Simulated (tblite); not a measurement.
Settings test, tblite on PbO

Simulated with tblite 0.8.0. This is a test of settings. The cell began as a measured structure and was relaxed with r2SCAN+rVV10 in plane waves (Ansatz 0.2.0). All runs are without spin polarisation.

It is tetragonal, P4/nmm (No. 129); a = 3.980 Å, c = 5.001 Å in the conventional setting, 19.81 Å³ an atom. Around Pb lie 4 O at 2.32 Å; around O lie 4 Pb at 2.32 Å.

The base run uses GFN2-xTB on a cluster of 72 atoms.

```python
import json
from ase import Atoms
from ase.build import make_supercell
from ase.units import Bohr, GPa, Hartree
from tblite.interface import Calculator

atoms = Atoms(['Pb', 'Pb', 'O', 'O'],
              cell=[[3.9804039, 0.0, 0.0], [0.0, 3.9804039, 0.0], [0.0, 0.0, 5.00091299]],
              scaled_positions=[[0.0, 0.5, 0.236632561], [0.5, 0.0, 0.763367439], [0.0, 0.0, 0.0], [0.5, 0.5, 0.0]],
              pbc=True)
cluster = make_supercell(atoms, [[3, 0, 0], [0, 3, 0], [0, 0, 2]])
calc = Calculator('GFN2-xTB', cluster.numbers, cluster.positions / Bohr, lattice=cluster.cell[:] / Bohr, periodic=cluster.pbc)
calc.set('temperature', 0.02 / Hartree)
calc.set('max-iter', 150)
res = calc.singlepoint()
levels = res.get('orbital-energies') * Hartree
nv = round(res.get('orbital-occupations').sum() / 2)
cells = len(cluster) // len(atoms)
out = {'energy_per_cell': res.get('energy') * Hartree / cells, 'homo': levels[nv - 1], 'lumo': levels[nv],
       'stress': (-res.get('virial') * Hartree / cluster.get_volume() / GPa).tolist(), 'charges': res.get('charges')[:len(atoms)].tolist(), 'electrons': 2 * nv / cells}
json.dump(out, open('results.json', 'w'))
for key, value in out.items():
    print(key, value)
```

Command: `python run.py`. It took 6.4 s on 1 thread of Arm Neoverse N1 (shared host), peak memory 0.1 GiB.

It converged with a gap of 1.56 eV and a pressure of 9.05 GPa (positive in compression). xTB was fitted to molecules, so gaps, charges and pressures of solids can be far off.

Each further run moved one setting: accuracy (scale of the thresholds); method (Hamiltonian); max-iter (limit on cycles); cluster (size of the cluster in conventional cells). Changes are from the base run, which isn't itself converged in every setting; energies of another Hamiltonian, functional, basis or charge aren't compared, and those at a high electronic temperature are mostly its entropy term.

```tsv
setting	how it ended	gap change (eV)	energy change (meV/atom)	pressure change (GPa)	time (s)
accuracy = 0.01	converged	0.00	0.0	0.00	6.5
method = IPEA1-xTB	converged	0.23	–	-12.90	4.1
accuracy = 10.0	converged	0.00	0.0	0.00	6.2
max-iter = 5 (poor on purpose)	not converged	–	–	–	6.3
cluster = 1x1x1 (poor on purpose)	converged	-1.42	1554.8	18.67	1.3
```

accuracy = 0.01 changes nothing that matters here. accuracy = 10.0 changes nothing that matters here. With max-iter = 5 the cycle ended unconverged.

The end of the log, shortened, for max-iter = 5:

```
------------------------------------------------------------
  cycle        total energy    energy error   density error
------------------------------------------------------------
      1     -220.6881036943  -2.2082361E+02   4.3385353E-01
      2     -229.7778209376  -9.0897172E+00   9.3741567E-02
      3     -230.2275846758  -4.4976374E-01   6.4272189E-02
      4     -230.2184613525   9.1233233E-03   3.3564306E-02
      5     -230.2984536739  -7.9992321E-02   3.6333538E-03
------------------------------------------------------------
 total:                                   5.370 sec
tblite.exceptions.TBLiteRuntimeError: SCF not converged in 5 cycles
```

Spin-orbit coupling is left out; in compounds of Pb, Bi, Tl or Hg it can lower a gap by up to about 1 eV, split its edges or invert the bands.
